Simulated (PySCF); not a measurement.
# C7H6N2Se2: the cost of one run

Programs: PySCF 2.14.0, with routines of our own; each step states its level. All values are computed. Atoms count from 0.

### 1 The system as given

17 atoms, charge 0, multiplicity 1; geometry from: GFN2-xTB.

### 2 Optimising the geometry at PBE0-D3(BJ)/def2-SVP

The job: settings as JSON, then the geometry in Å.

```
{"job": {"xc": "PBE0", "basis": "def2-SVP", "d3": "d3bj", "grid": 2, "kind": "geom"}, "charge": 0, "multiplicity": 1}
C     -3.180037    -0.699314    -0.442568
Se    -2.324947     1.044354    -0.602358
C     -0.509962     0.623706    -0.205135
C      0.385440     1.727970    -0.238230
C      1.710665     1.582953     0.026264
C      2.201756     0.296488     0.341726
N      3.461085    -0.005638     0.623894
Se     3.573446    -1.724021     0.945786
N      1.859630    -1.986815     0.680768
C      1.291827    -0.824601     0.374340
C     -0.074719    -0.638076     0.094813
H     -3.057339    -1.075907     0.570001
H     -4.235385    -0.547646    -0.654805
H     -2.751463    -1.384377    -1.170079
H     -0.022157     2.700405    -0.481649
H      2.394034     2.416649     0.000485
H     -0.728871    -1.494101     0.126837
```

Run with:

```console
$ OMP_NUM_THREADS=1 python excited_run.py task.json out
```

The driver reads the jobs from task.json and runs them one after another.

Q: Estimate the wall time and peak memory of this first job on 1 thread of Arm Neoverse V2, shared host.

About 2.7 min, with a peak of 1.1 GiB.
